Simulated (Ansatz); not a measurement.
# RuC4: the cost of one run

Method: DFT PBE, scalar-relativistic, plane waves, PAW, in Ansatz 0.2.0.

2 further runs of the same task are left out: 1 that didn't finish, 1 set aside as unsound or not needed.

## 1. The starting structure

Symmetry: P-3m1, No. 164, trigonal system. Conventional cell: a = 2.749 Å, b = 2.749 Å, c = 8.840 Å, α = 90.00°, β = 90.00°, γ = 120.00°. Ru (site symmetry -3m) has 6 C at 1.98 Å as nearest neighbours. C (site symmetry 3m) is surrounded by 3 Ru at 1.98 Å. C (site symmetry 3m) has 12 C at 2.67 to 2.75 Å as nearest neighbours.

Coordinates:

```xyz
5
Lattice="2.7493 0.0000 0.0000 -1.3746 2.3810 0.0000 0.0000 0.0000 8.8403" Properties=species:S:1:pos:R:3 pbc="T T T"
Ru    0.0000    0.0000    0.0000
C     0.0000    1.5873    7.6544
C     0.0000    1.5873    3.3310
C     1.3746    0.7937    1.1859
C     1.3746    0.7937    5.5093
```

A structure generator made this guess: species swapped into a database cell of Co4H (P-3m1, No. 164), with C on the Co sites and Ru on the H sites. Lengths come from tabulated atomic sizes and are only a guess.

## 2. A first look at the guess

input.yaml

```yaml
crystal:
  lattice:
    - [2.74929136, 0.0, 0.0]
    - [-1.37464568, 2.38095616, 0.0]
    - [0.0, 0.0, 8.84029519]
  atoms:
    - { symbol: Ru, position: [0.0, 0.0, 0.0] }
    - { symbol: C, position: [0.33333333, 0.66666667, 0.86585528] }
    - { symbol: C, position: [0.33333333, 0.66666667, 0.37679535] }
    - { symbol: C, position: [0.66666667, 0.33333333, 0.13414472] }
    - { symbol: C, position: [0.66666667, 0.33333333, 0.62320465] }
basis:
  ecutwfc: 420
kpoints:
  mp_grid: { grid: [6, 6, 2] }
hamiltonian:
  xc: pbe
scf:
  occupations: { method: gaussian, width: 0.1 }
  lower_state_search: "off"
output:
  forces: true
  stress: true
  eigenvalues: true
```

The run is started by

```console
> ansatz run input.yaml --threads 1 --pin off --max-ram 2560MiB --backend cpu --events-out ev --progress --plain --runs-dir out
```

**Question.** How long does this run take on 1 thread of Intel Xeon at 2.50GHz (Skylake/Cascade Lake), shared host, and how much memory does it need?

About 2.7 s, with a peak of 0.32 GiB.
